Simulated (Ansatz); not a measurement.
**FH₆PSi₂: small, medium and large basis sets**

How large a basis does FH₆PSi₂ need? Two functionals are run in growing sets.

Computed with Ansatz 0.2.0, Gaussian basis. Level: one geometry, several basis sets.

Levels to be run: PBE0-D4/def2-SVP; ωB97M-V/def2-SVP; PBE0-D4/def2-QZVPP; ωB97M-V/def2-QZVPP; the functionals' def2-TZVPP values are taken from earlier runs.

### 1 The geometry

The geometry comes from an earlier relaxation with PBE0-D4 in a triple-zeta def2 set; it is a stationary point, not always the lowest conformer.

SMILES `F[SiH2]P[SiH3]`, 10 atoms, charge 0, spin multiplicity 1.

Atoms are counted from 1 here; the program's logs count them from 0.

Bond lengths: F1–Si2 1.602 Å, Si2–P3 2.240 Å, Si2–H5 1.485 Å, Si2–H6 1.484 Å, P3–Si4 2.254 Å, P3–H7 1.424 Å, Si4–H8 1.486 Å, Si4–H9 1.485 Å, Si4–H10 1.485 Å. Angles: F1–Si2–P3 107.7°, F1–Si2–H5 106.8°, F1–Si2–H6 108.4°, P3–Si2–H5 114.5°, P3–Si2–H6 109.0°, H5–Si2–H6 110.1°, Si2–P3–Si4 96.1°, Si2–P3–H7 91.9°, Si4–P3–H7 94.9°, P3–Si4–H8 113.0°, P3–Si4–H9 107.2°, P3–Si4–H10 108.8°, H8–Si4–H9 109.2°, H8–Si4–H10 109.2°, H9–Si4–H10 109.3°.

### 2 PBE0-D4 in def2-SVP

in.yaml

```yaml
crystal:
  periodic: [false, false, false]
  atoms:
    - {symbol: F, position_ang: [-1.658695, 0.472306, 1.997380]}
    - {symbol: Si, position_ang: [-1.029045, 1.110825, 0.670047]}
    - {symbol: P, position_ang: [1.136821, 0.544894, 0.602251]}
    - {symbol: Si, position_ang: [0.852747, -1.356162, -0.575298]}
    - {symbol: H, position_ang: [-1.834524, 0.606448, -0.471516]}
    - {symbol: H, position_ang: [-1.140688, 2.587845, 0.760963]}
    - {symbol: H, position_ang: [1.362659, 1.362697, -0.540885]}
    - {symbol: H, position_ang: [0.054960, -1.158890, -1.813642]}
    - {symbol: H, position_ang: [0.151812, -2.321307, 0.309621]}
    - {symbol: H, position_ang: [2.187153, -1.899856, -0.936022]}
basis:
  gaussian: {orbitals: def2-SVP}
hamiltonian: {xc: pbe0, dispersion: d4}
output: {orbitals: {seedname: orbitals}}
```

On the command line:

```
ansatz run in.yaml --threads 2 --pin off --events-out ev --progress --plain --max-ram 4352MiB
```

Further steps of the session: ωB97M-V in def2-SVP; PBE0-D4 in def2-QZVPP; ωB97M-V in def2-QZVPP.

**Question.** What will the summary of the whole plan be? Wanted: PBE0-D4: double and triple zeta above quadruple; ωB97M-V: double and triple zeta above quadruple.

As calculated:

```
                                       quantity           value
PBE0-D4: double and triple zeta above quadruple  13.44, 0.99 eV
ωB97M-V: double and triple zeta above quadruple  13.50, 0.93 eV
```

**Reading.** PBE0-D4 gains 12.45 eV from double to triple zeta, then 0.99 eV more. Total energies overstate the basis error of differences, where much of it tends to cancel. The LUMO of ωB97M-V is positive and keeps falling with the basis (1.92 to 1.12 eV): an unbound level that the basis holds in place.
